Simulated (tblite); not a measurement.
# C5H14BNO: the cost of one run

Programs: tblite 0.8.0 and PySCF 2.14.0, with density-fitted response routines of our own. Each step states its level of theory. These are calculated values for one molecule, in the gas phase or a continuum, unless marked as measured. Atoms count from 0, in the outputs and in this text.

### Step 1. Starting geometry

22 atoms, charge 0, multiplicity 1; geometry from: force field or distance geometry start.

Bonds of the start (Å): C0–C1 1.53, C1–C2 1.49, C1–O3 1.40, O3–B4 1.48, B4–N5 1.52, N5–C6 1.45, N5–C7 1.43, C0–H8 1.11, C0–H9 1.13, C0–H10 1.11, C1–H11 1.10, C2–H12 1.13, C2–H13 1.11, C2–H14 1.09, B4–H15 1.20, C6–H16 1.09, C6–H17 1.13, C6–H18 1.11, C7–H19 1.13, C7–H20 1.11, C7–H21 1.10.

### Step 2. Relaxing the molecule with GFN2-xTB

Job settings and geometry (Å):

```
{"job": {"kind": "relax", "xc": "GFN2-xTB", "basis": "xTB"}, "charge": 0, "multiplicity": 1}
C     -2.678500    -1.048800     0.312500
C     -1.627900     0.048200     0.448600
C     -2.156900     1.246700    -0.271000
O     -0.442000    -0.316500    -0.193100
B      0.696200    -0.338800     0.758200
N      2.065200     0.171900     0.338600
C      2.922500    -0.949200    -0.005700
C      2.058500     1.124900    -0.732900
H     -2.722200    -1.282900    -0.769600
H     -3.663200    -0.621600     0.662800
H     -2.423000    -1.937400     0.925600
H     -1.487300     0.246600     1.522700
H     -3.083700     0.925900    -0.841400
H     -2.485900     2.054600     0.410400
H     -1.479400     1.691600    -1.007200
H      0.734600    -1.342100     1.419500
H      2.526700    -1.403400    -0.917700
H      2.857900    -1.701100     0.830000
H      3.963000    -0.634800    -0.207900
H      3.042200     0.975900    -1.264600
H      2.100200     2.165000    -0.339300
H      1.272400     0.944700    -1.480200
```

Run with:

```
$ OMP_NUM_THREADS=1 python probes_run.py task.json out
```

One launch serves the whole session: the jobs run in the order shown.

**Question.** How long does this first job take on 1 thread of Arm Neoverse V1, shared host, and how much memory does it need?

About 1.5 s, with a peak of 0.18 GiB.
